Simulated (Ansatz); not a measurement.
# GaH4NO: one species, many methods

One table from this session's results is given with a row withheld; the runs are named, their logs left out.

Program: Ansatz 0.2.0, Gaussian basis. Level of theory: functionals in def2-TZVPP, the program's frozen cores in correlated methods. These are calculated values, not measurements.

The runs, in order: LDA (SPW92), PBE-D4, revPBE-D4, BLYP-D4, r2SCAN-D4, B97M-V, PBE0-D4, B3LYP-D4, r2SCANh-D4, r2SCAN0-D4, HSE06-D4, BHLYP-D4, CAM-B3LYP-D4, LC-ωPBE, ωB97X-V, ωB97M-V, B2PLYP, PBE-QIDH; CCSD(T)/def2-SVP; CCSD(T)/def2-TZVPP; MP2/def2-QZVPP; extrapolation to the limit; RPA on PBE.

## The relaxed structure

An earlier PBE0-D4 in a triple-zeta def2 set relaxation fixed the geometry.

SMILES `[NH2][GaH][OH]`, 7 atoms, charge 0, spin multiplicity 1.

Atoms are counted from 1 here; the program's logs count them from 0.

Bond lengths: N1–Ga2 1.813 Å, N1–H4 1.005 Å, N1–H5 1.005 Å, Ga2–O3 1.789 Å, Ga2–H6 1.547 Å, O3–H7 0.959 Å. Angles: Ga2–N1–H4 124.9°, Ga2–N1–H5 123.2°, H4–N1–H5 111.9°, N1–Ga2–O3 117.7°, N1–Ga2–H6 124.0°, O3–Ga2–H6 118.4°, Ga2–O3–H7 114.5°.

The first run:

in.yaml

```yaml
crystal:
  periodic: [false, false, false]
  atoms:
    - {symbol: N, position_ang: [-1.169127, 0.089640, -0.272703]}
    - {symbol: Ga, position_ang: [0.386807, -0.009581, 0.652676]}
    - {symbol: O, position_ang: [1.898546, -0.208673, -0.282263]}
    - {symbol: H, position_ang: [-1.247057, 0.041234, -1.273742]}
    - {symbol: H, position_ang: [-2.065556, 0.201734, 0.168141]}
    - {symbol: H, position_ang: [0.481254, 0.067550, 2.194549]}
    - {symbol: H, position_ang: [1.776531, -0.249904, -1.232357]}
basis:
  gaussian: {orbitals: def2-TZVPP}
hamiltonian: {xc: lda}
output: {orbitals: {seedname: orbitals}}
```

Among the steps run: LDA; PBE-D4 (GGA); revPBE-D4 (GGA); BLYP-D4 (GGA); r2SCAN-D4 (meta-GGA); B97M-V (meta-GGA); PBE0-D4 (hybrid); B3LYP-D4 (hybrid); r2SCANh-D4 (hybrid); r2SCAN0-D4 (hybrid); HSE06-D4 (hybrid); BHLYP-D4 (hybrid); CAM-B3LYP-D4 (range-separated); LC-ωPBE-D4 (range-separated; the results give it without D4); ωB97X-V (range-separated); ωB97M-V (range-separated); B2PLYP (double hybrid); PBE-QIDH (double hybrid).

One table of the session follows, with a row left open; its other results are not shown here.

It belongs to the step «Orbital energies across the functionals». 

```
  functional  HOMO (eV)  gap (eV)
 LDA (SPW92)      -6.17      5.06
      PBE-D4      -5.97      5.11
   revPBE-D4      -5.90      5.15
     BLYP-D4      -5.86      5.03
   r2SCAN-D4      -6.27      5.73
      B97M-V      -6.32      5.54
     PBE0-D4      -7.40      7.31
    B3LYP-D4          ?         ?
  r2SCANh-D4      -6.81      6.53
  r2SCAN0-D4      -7.62      7.73
    HSE06-D4      -6.99      6.54
    BHLYP-D4      -8.74      9.35
CAM-B3LYP-D4      -8.86      9.64
     LC-ωPBE     -10.30     12.27
     ωB97X-V      -9.89     11.72
     ωB97M-V      -9.80     11.38
```

**Question.** Estimate the row for B3LYP-D4.

Worked estimate for «HOMO (eV)». Against the share of exact exchange, BLYP-D4 (0, -5.86), BHLYP-D4 (0.5, -8.74) give a slope of -5.76 per unit share; at 0.2 the line stands at -7.01.

The run gave: HOMO (eV): -7.16; gap (eV): 6.78. In «HOMO (eV)» the line misses by +0.15.
